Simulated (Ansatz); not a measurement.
# The cluster Ga₇Sb₇: rung by rung

The task here is to estimate one member of a computed series from the others.

The runs use Ansatz 0.2.0, Gaussian basis; as each input shows.

Plan: PBE-D4/def2-TZVP, r2SCAN-D4/def2-TZVP, B3LYP-D4/def2-TZVP, PBE-D4/def2-SVP, PBE0-D4/def2-SVP, MP2/def2-SVP, RPA/def2-SVP.

2 further runs of the same task are left out: 1 for a known fault of the program, 1 set aside as unsound or not needed.

### The structure

The singlet was relaxed beforehand with r2SCAN-D4/def2-SVP. At that level it is the lowest of the isomers that a small search found.

14 atoms, charge 0, spin multiplicity 1.

Atoms are counted from 1 here; the program's logs count them from 0.

Bond lengths: Ga1–Sb8 2.650 Å, Ga1–Sb13 2.630 Å, Ga1–Sb14 2.653 Å, Ga2–Ga7 2.571 Å, Ga2–Sb14 2.726 Å, Ga3–Sb9 2.965 Å, Ga3–Sb10 2.833 Å, Ga4–Sb8 2.649 Å, Ga4–Sb9 2.664 Å, Ga4–Sb14 2.689 Å, Ga5–Ga6 2.779 Å, Ga5–Sb8 2.613 Å, Ga5–Sb11 2.531 Å, Ga5–Sb12 2.736 Å, Ga6–Sb9 2.802 Å, Ga6–Sb10 2.816 Å and more. Angles: Sb8–Ga1–Sb13 124.7°, Sb8–Ga1–Sb14 104.6°, Sb13–Ga1–Sb14 118.7°, Ga7–Ga2–Sb14 116.9°, Sb9–Ga3–Sb10 96.7°, Sb8–Ga4–Sb9 130.6°, Sb8–Ga4–Sb14 103.6°, Sb9–Ga4–Sb14 108.7°, Ga6–Ga5–Sb8 125.7°, Ga6–Ga5–Sb11 57.9° and more.

Sb takes a core potential in the def2 sets. No spin-orbit coupling is included.

PBE0-D4/def2-TZVP was run before; its log isn't repeated, and its numbers join the tables.

The first run:

start.molden holds the orbitals of an earlier run on this state, given as this run's starting guess.

in.yaml reads:

```yaml
crystal:
  periodic: [false, false, false]
  atoms:
    - {symbol: Ga, position_ang: [5.175678, 0.491082, -2.439248]}
    - {symbol: Ga, position_ang: [3.708226, -2.621963, -2.933067]}
    - {symbol: Ga, position_ang: [-0.013724, -2.516832, 0.241995]}
    - {symbol: Ga, position_ang: [2.555528, 0.665876, -3.381463]}
    - {symbol: Ga, position_ang: [2.596756, 2.325651, -0.177486]}
    - {symbol: Ga, position_ang: [0.910120, 0.178173, 0.339912]}
    - {symbol: Ga, position_ang: [3.070338, -1.844483, -0.566491]}
    - {symbol: Sb, position_ang: [3.839117, 2.779468, -2.430930]}
    - {symbol: Sb, position_ang: [0.952493, -1.079078, -2.164142]}
    - {symbol: Sb, position_ang: [2.129815, -1.787954, 1.945529]}
    - {symbol: Sb, position_ang: [0.177526, 2.645557, 0.495632]}
    - {symbol: Sb, position_ang: [3.896382, 0.530376, 1.426325]}
    - {symbol: Sb, position_ang: [5.606658, -1.000434, -0.316935]}
    - {symbol: Sb, position_ang: [4.462587, -0.692239, -4.704430]}
basis:
  gaussian: {orbitals: def2-TZVP, fitting: {mean_field: def2-universal-jkfit}, initial_orbitals: start.molden}
hamiltonian: {xc: pbe, dispersion: d4}
scf: {omitted_lower_state_checks: [starts]}
output: {forces: true, orbitals: {seedname: orbitals}}
```

Launch:

```console
$ ansatz run in.yaml --threads 2 --pin off --events-out ev --progress --plain --max-ram 22528MiB --backend cuda --devices 0, --max-vram 18GiB
```

Among the steps run: PBE-D4/def2-TZVP; r2SCAN-D4/def2-TZVP; B3LYP-D4/def2-TZVP; PBE-D4/def2-SVP; PBE0-D4/def2-SVP; MP2/def2-SVP; RPA/def2-SVP.

One of the session's tables, all rows but one given; the rest of the session is left out.

It belongs to the step «Binding energy». 

| level | binding an atom (eV) |
| --- | --- |
| HF/def2-SVP | 0.802 |
| PBE-D4/def2-SVP | 2.538 |
| PBE-D4/def2-TZVP | ? |
| r2SCAN-D4/def2-TZVP | 2.393 |
| B3LYP-D4/def2-TZVP | 2.327 |
| PBE0-D4/def2-SVP | 2.405 |
| PBE0-D4/def2-TZVP | 2.431 |
| RPA/def2-SVP | 1.913 |
| MP2/def2-SVP | 2.184 |

**Question.** Estimate the row for PBE-D4/def2-TZVP.

As computed: binding an atom (eV): 2.555. In the column «binding an atom (eV)» it is the highest.

Caveats from the session: Free atoms were run apart at each level; binding is atoms less cluster, divided by the number of atoms, without zero-point or spin-orbit terms.
